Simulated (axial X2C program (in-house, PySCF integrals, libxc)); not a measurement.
# WSn: properties at the nuclei

Aim: properties at the nuclei of WSn, with spin–orbit coupling in the Hamiltonian from the start.

The runs use an in-house X2C program for linear molecules on PySCF integrals; two-component X2C with atomic mean-field terms, W dyall-cv3z, Sn dyall-cv3z.

All values are calculated.

### 1 The job

Input file task.json:

```json
{"zs": [74, 50], "q": 0, "bas": ["dyall-cv3z", "dyall-cv3z"], "r0": 2.77, "levels": ["PBE0", "HF", "B3LYP", "TPSSh", "PBE"], "nst": 2}
```

Keys: zs atomic numbers; q charge; bas basis sets; r0 starting distance in Å; levels methods (HF also brings MP2); nst determinants followed.

The run is started by

```sh
> python soeom.py task.json out
```

The runs that follow: Expectation values, lowest determinant; Expectation values, a higher determinant.

**Question.** What will these runs give? Wanted: lowest determinant; Eeff magnitude; Ws magnitude W; A∥/gI W; qzz W; higher determinant (for each run or level that gives them).

As calculated:

```
                                        quantity                                            value
                              lowest determinant   Ω = 3 (excess of +ω over −ω: ω = 1/2, ω = 5/2)
                    Eeff magnitude (GV/cm), PBE0                                             18.2
                      Ws magnitude W (kHz), PBE0                                             5.16
                             A∥/gI W (MHz), PBE0                                              946
                              qzz W (a.u.), PBE0                                             0.04
                              higher determinant  Ω = 1 (excess of +ω over −ω: ω = -3/2, ω = 5/2)
Eeff magnitude (GV/cm), PBE0, higher determinant                                             18.8
  Ws magnitude W (kHz), PBE0, higher determinant                                             17.2
         A∥/gI W (MHz), PBE0, higher determinant                                             2650
          qzz W (a.u.), PBE0, higher determinant                                             0.13
```

What this shows: In the first state, the effective field runs from 12 to 18.4 GV/cm over the mean-field levels. The expectation values come from single determinants, which for open shells can mix terms of unlike spin or miss the lowest Ω, so a determinant need not be a state. Eeff is the effective electric field on the electron dipole moment in this Ω state and Ws the scalar–pseudoscalar constant (defined with the proton number Z and per Ω); A∥ is the parallel hyperfine constant, which follows by multiplying with the nuclear g factor gI = μI/(I μN); qzz is the electric field gradient, eQq0 = 234.96 MHz × Q/barn × qzz; μ is positive if Sn is the positive end. The operators were transformed with the bare-nucleus X2C matrices.
